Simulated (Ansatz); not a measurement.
**HfCl6: a closer look at a trial structure**

Aim: for this structure of HfCl6, compute bands, density of states and charges.

Program: Ansatz 0.2.0. Level of theory: DFT PBE, scalar-relativistic, plane waves, PAW. These are calculated values, not measurements.

1 further run of the same task is left out (it didn't finish).

### 1 The system as given

It takes space group Pm-3m (No. 221, cubic). The conventional cell has a = 7.026 Å, b = 7.026 Å, c = 7.026 Å, α = 90.00°, β = 90.00°, γ = 90.00°. Cl (site symmetry 4mm) has 1 Cl at 2.11 Å as nearest neighbours.

As a file:

```
Hf Cl
1.0
     7.02597    0.00000    0.00000
     0.00000    7.02597    0.00000
     0.00000    0.00000    7.02597
Hf Cl
1 6
Direct
  0.00000 0.00000 0.00000
  0.15017 0.50000 0.50000
  0.50000 0.50000 0.84983
  0.50000 0.50000 0.15017
  0.50000 0.15017 0.50000
  0.50000 0.84983 0.50000
  0.84983 0.50000 0.50000
```

The cell was relaxed beforehand at this level, from a database cell with other species swapped in; it is a trial structure. At a tolerance of 0.05 Å it has space group Pm-3m (No. 221); it has 49.55 Å³/atom, an uncorrected energy of +0.87 eV/atom over the elements.

### 2 Static run: bands, density of states and charges

Contents of input.yaml:

```yaml
crystal:
  lattice:
    - [7.0259693274, 0.0, 0.0]
    - [0.0, 7.0259693274, 0.0]
    - [0.0, 0.0, 7.0259693274]
  atoms:
    - { symbol: Hf, position: [0.0, 0.0, 0.0] }
    - { symbol: Cl, position: [0.1501661152, 0.5, 0.5] }
    - { symbol: Cl, position: [0.5, 0.5, 0.8498338848] }
    - { symbol: Cl, position: [0.5, 0.5, 0.1501661152] }
    - { symbol: Cl, position: [0.5, 0.1501661152, 0.5] }
    - { symbol: Cl, position: [0.5, 0.8498338848, 0.5] }
    - { symbol: Cl, position: [0.8498338848, 0.5, 0.5] }
basis:
  ecutwfc: 420
kpoints:
  mp_grid: { grid: [6, 6, 6] }
  band_path:
    path:
      - [[0.0, 0.0, 0.0], [0.0, 0.5, 0.0], [0.5, 0.5, 0.0], [0.0, 0.0, 0.0], [0.5, 0.5, 0.5], [0.0, 0.5, 0.0]]
      - [[0.5, 0.5, 0.5], [0.5, 0.5, 0.0]]
    npoints: 14
hamiltonian:
  xc: pbe
scf:
  occupations: { method: gaussian, width: 0.1 }
  n_extra_bands: 17
output:
  forces: true
  stress: true
  eigenvalues: true
  populations: true
  dos: { projected: true, de: 0.02, nscf_kmesh: { grid: [8, 8, 8] } }
  bader: true
  write_density: true
  write_potential: true
  elf: true
  volumetric_format: npy
```

Started as:

```sh
> ansatz run input.yaml --threads 1 --pin off --max-ram 2048MiB --backend cpu --events-out ev --progress --plain --runs-dir out
```

**Question.** What will these runs give? Wanted: gap; states at the Fermi level; Bader charges.

The runs gave:

```
                 quantity                  value
                      gap           none (metal)
states at the Fermi level  17.11 per eV per cell
            Bader charges   Hf +0.72, Cl -0.12 e
```

What this shows: It comes out metallic. Of the projected weight within 0.25 eV of the Fermi level, the largest part is Hf 5d (91 %). Charge transfer between the atoms is moderate (Bader charges up to 0.7 e). Spin-orbit coupling is left out, which matters for the bands of Hf.
